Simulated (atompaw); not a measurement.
# Tellurium: generating and testing a PAW (atompaw) potential

Aim: build the potential from the settings below, then test how well it stands in for the atom: scattering, ghost states and the plane-wave cutoff that it needs.

Method: atompaw 4.2.0.5, PBE, scalar-relativistic.

## 1. Starting point

Typed settings, in words:

```json
{"element": "tellurium (Te, Z = 52)", "type": "PAW", "frozen core": "[Ar] 3d10", "valence charge": "24", "reference configuration": "4s2 4p6 4d10 5s1.5 5p4.5", "partial waves": "4s (bound): rc 1.05 bohr; 5s (bound): rc 1.35 bohr; 4p (bound): rc 1.40 bohr; 5p (bound): rc 1.40 bohr; 4d (bound): rc 1.40 bohr; 4d channel at 0.15 Ry: rc 1.40 bohr", "local potential": "bessel scheme, radius 1.15 bohr", "core correction": "smooth core density matched at 0.75 bohr", "augmentation charge": "sinc compensation charge, radius 1.05 bohr; PAW radius 1.40 bohr; waves and projectors: custom rrkj gramschmidtortho"}
```

The nodes and maxima of the atom's own shells, from an earlier all-electron run, set the scale for the radii.

All-electron outer shells of the reference configuration (PBE, scalar-relativistic, ld1.x):

```csv
shell,level (eV),outermost node (bohr),outermost maximum (bohr)
3p,-804.63,0.13,0.29
3d,-560.77,–,0.24
4s,-165.10,0.38,0.70
4p,-115.12,0.38,0.74
4d,-42.33,0.36,0.81
5s,-15.49,0.91,1.80
5p,-6.23,1.00,2.17
```

## 2. Generation

The input, Te.input:

```
Te 52
GGA-PBE scalarrelativistic loggrid 1500 logderivrange -14 5 476
5 5 4 0 0 0
5 0 1.5
5 1 4.5
0 0 0
c
c
c
v
v
c
c
v
v
c
v
2
1.40 1.05 1.15 0.75
n
n
y
0.15
n
custom rrkj gramschmidtortho sinc
bessel
1.05
1.35
1.40
1.40
1.40
1.40
PWSCFOUT
UPFDX 0.0125d0 UPFXMIN -7.d0 UPFZMESH 52.d0
END
```

Launch:

```sh
$ atompaw < Te.input > Te.log
```

**Question.** What will these runs give? Wanted: cutoffs for 10 and 1 mRy, occupied levels; bound ghosts; largest phase difference near zero energy, channels read; lowest eigenvalue of the overlap; share of valence orbitals outside the PAW sphere; UPF file.

**Answer**, as computed:

| quantity | value |
| --- | --- |
| cutoffs for 10 and 1 mRy, occupied levels | 90 Ry and 160 Ry |
| bound ghosts | none found |
| largest phase difference near zero energy, channels read | 0.001 rad |
| lowest eigenvalue of the overlap (Bessel basis) | 0.066 (s) |
| share of valence orbitals outside the PAW sphere | 4s 2 %, 5s 85 %, 4p 4 %, 5p 93 %, 4d 13 % |
| UPF file | written |

In words: The potential is hard: the looser tolerance needs 90 Ry. The slowest occupied level is 5p: taken alone it needs 100 Ry to come within 1 mRy, against 80 Ry for 4d. It is free of bound ghosts as far as tested. Near zero energy the phases of the channels with partial waves agree within 0.001 rad. These are tests on the free atom; a crystal test is still owed.
